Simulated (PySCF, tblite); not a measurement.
# C₅H₁₄P₂S: infrared bands and NMR shifts

What infrared bands and NMR shifts should C₅H₁₄P₂S (`CCC[P@@](P)(=S)CC`) show?

The runs use tblite 0.8.0 and PySCF 2.14.0, with density-fitted response routines of our own; the level of theory stands in each step. All values are computed, except where a source is named. Atoms are numbered from 0 throughout.

## Step 1: Starting geometry

22 atoms, charge 0, multiplicity 1; geometry from: GFN2-xTB.

Bonds of the start (Å): C0–C1 1.52, C1–C2 1.52, C2–P3 1.85, P3–P4 2.20, P3–S5 1.95, P3–C6 1.85, C6–C7 1.52, C0–H8 1.09, C0–H9 1.09, C0–H10 1.09, C1–H11 1.09, C1–H12 1.10, C2–H13 1.09, C2–H14 1.09, P4–H15 1.39, P4–H16 1.39, C6–H17 1.09, C6–H18 1.09, C7–H19 1.09, C7–H20 1.09, C7–H21 1.09.

## Step 2: Harmonic vibrations with GFN2-xTB

The job: settings as JSON, then the geometry in Å.

```
{"job": {"kind": "ir", "xc": "GFN2-xTB", "basis": "xTB"}, "charge": 0, "multiplicity": 1}
C      3.195978     0.579837    -0.300103
C      1.985594    -0.305247    -0.037806
C      0.729347     0.516655     0.222253
P     -0.661362    -0.609036     0.688909
P     -0.871815    -1.891914    -1.091382
S     -0.407832    -1.504946     2.400818
C     -2.157709     0.485517     0.658571
C     -2.594298     0.920253    -0.730489
H      3.399729     1.207353     0.564720
H      3.020256     1.223538    -1.159800
H      4.075797    -0.027043    -0.498591
H      2.175121    -0.944784     0.829411
H      1.811577    -0.955595    -0.903659
H      0.452155     1.093131    -0.663079
H      0.883770     1.200566     1.062577
H     -2.009380    -2.475631    -0.537051
H     -0.040953    -2.849059    -0.520534
H     -1.918187     1.346087     1.291804
H     -2.950731    -0.079070     1.159320
H     -1.812527     1.489341    -1.228622
H     -3.482027     1.546495    -0.661833
H     -2.832914     0.052935    -1.347853
```

**Question.** This job is followed by: GIAO PBE0/pcSseg-1 NMR shielding, non-relativistic, gas phase. Predict these results of the whole session: strongest single infrared mode (GFN2-xTB); zero-point energy (GFN2-xTB); ¹³C shifts against TMS (PBE0/pcSseg-1); ¹H shifts against TMS (PBE0/pcSseg-1, means over atoms taken as alike); ³¹P shifts against H3PO4 (PBE0/pcSseg-1); ³³S shifts against CS2 (PBE0/pcSseg-1).

As calculated:

```
                                                              quantity                                                     value
                             strongest single infrared mode (GFN2-xTB)                                       793 cm⁻¹, 90 km/mol
                                          zero-point energy (GFN2-xTB)                                            111.7 kcal/mol
                                ¹³C shifts against TMS (PBE0/pcSseg-1)                          42.3, 39.7, 20.8, 17.8, 13.5 ppm
¹H shifts against TMS (PBE0/pcSseg-1, means over atoms taken as alike)  2.72, 2.31, 2.09, 1.98, 1.89, 1.24, 1.15, 1.12, 1.06 ppm
                              ³¹P shifts against H3PO4 (PBE0/pcSseg-1)                                          36.2, -138.5 ppm
                                ³³S shifts against CS2 (PBE0/pcSseg-1)                                                  -124 ppm
```

**Reading.** No mode is imaginary among the 60: a minimum at this level. The strongest single mode, at 793 cm⁻¹, is spread over many atoms; the largest shares are those of P3, C2. GFN2-xTB is a fitted tight-binding method: band positions and strengths are rough. Its intensities can rank the bands wrongly. At PBE0/pcSseg-1: Shielding is most anisotropic at S5 (span 329 ppm, paramagnetic term -432 ppm).
